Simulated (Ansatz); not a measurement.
# Li: the cost of one run

Computed with Ansatz 0.2.0 (DFT PBEsol, scalar-relativistic, unless a step's input says otherwise).

## Step 1: The structure to begin with

Symmetry: P6_3/mmc, No. 194, hexagonal system. The conventional cell has a = 3.111 Å, b = 3.111 Å, c = 5.093 Å, α = 90.00°, β = 90.00°, γ = 120.00°. Li (site symmetry -6m2) has 12 Li at 3.11 to 3.12 Å as nearest neighbours.

Coordinates:

```xyz
2
Lattice="3.1110 0.0000 0.0000 -1.5555 2.6942 0.0000 0.0000 0.0000 5.0930" Properties=species:S:1:pos:R:3 pbc="T T T"
Li    0.0000    1.7961    1.2732
Li    1.5555    0.8981    3.8197
```

Atoms are numbered in the order of the input: Li1, Li2.

## Step 2: The deformed structure

Space group P6_3/mmc before, P-1 after.

## Step 3: Full-potential LAPW

input.yaml reads:

```yaml
crystal:
  lattice:
    - [3.1110021516, 0.0466650323, 0.0466650323]
    - [-1.5150879724, 2.6708743784, 0.0170805873]
    - [0.076395, 0.076395, 5.093]
  atoms:
    - { symbol: Li, position: [0.3333333333, 0.6666666667, 0.25] }
    - { symbol: Li, position: [0.6666666667, 0.3333333333, 0.75] }
kpoints:
  mp_grid: { grid: [15, 15, 8] }
  band_path:
    path:
      - [0.0, 0.0, 0.0]
      - [0.0, -0.5, 0.0]
      - [0.0, 0.0, 0.5]
      - [0.0, 0.0, 0.0]
      - [-0.5, 0.0, 0.0]
      - [-0.5, 0.5, -0.5]
      - [0.0, 0.0, 0.0]
      - [-0.5, 0.0, -0.5]
      - [-0.5, 0.5, 0.0]
    npoints: 5
scf:
  occupations: { method: fermi_dirac, width: 0.08 }
hamiltonian:
  xc: pbesol
  pseudopotentials: { kind: all_electron, lapw: { basis_error: 0.0005 } }
output:
  forces: true
  stress: true
  eigenvalues: true
```

Command:

```sh
> ansatz run input.yaml --threads 1 --pin off --max-ram 3072MiB --backend cpu --events-out ev --progress --plain --runs-dir out
```

**Question.** How long does this run take on 1 thread of Arm Neoverse V1, shared host, and how much memory does it need?

About 18 s, with a peak of 0.4 GiB.
